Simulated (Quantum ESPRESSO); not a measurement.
BaH2: equation of state with PBEsol+D3(BJ)

The system is BaH2.

```
CELL_PARAMETERS angstrom
4.29464 0.00000 0.00000
-2.14732 3.71927 0.00000
0.00000 0.00000 3.02957
ATOMIC_POSITIONS crystal
Ba 0.00000 0.00000 0.00000
H 0.66667 0.33333 0.50000
H 0.33333 0.66667 0.50000
```

The cell was built by a generator and needn't be a form met in nature.

* Program: Quantum ESPRESSO 7.5
* Task: equation of state
* Functional: PBEsol
* Dispersion: D3(BJ)
* Potentials or basis: GBRV 1.5 LDA
* Cutoff: 612 eV
* Density cutoff: 4898 eV
* k mesh: 7 × 7 × 9
* Occupations: cold, width 0.136 eV
* Spin: no spin polarisation
* Mixing beta: 0.5
* Most SCF iterations: 120
* SCF threshold: 6e-10 Ry

```
Equilibrium volume                        : 14.77 Å³/atom (rough: see the caveat)
Bulk modulus at fixed shape and positions : 49 GPa (rough)
```

Energy against volume, from the lowest point:
```
volume (Å³/atom)  energy (meV/atom)
          15.163               0.00
          15.485               3.31
          15.808               8.25
          16.130              14.64
          16.453              22.29
          16.776              31.07
          17.098              40.82
```

All runs of the series together: 3.6 min on 1 thread of Intel(R) Xeon(R) Platinum 8175M CPU @ 2.50GHz (Skylake/Cascade Lake), on a shared host.

Caveat: the potentials were made for another functional, which shifts forces and pressure; the minimum lies outside the volumes run; the cell was scaled at fixed shape and fractional positions, which overstates the stiffness of a crystal with free parameters, most of all of layers and chains. The run has no spin-orbit coupling, so splittings on Ba are missing.
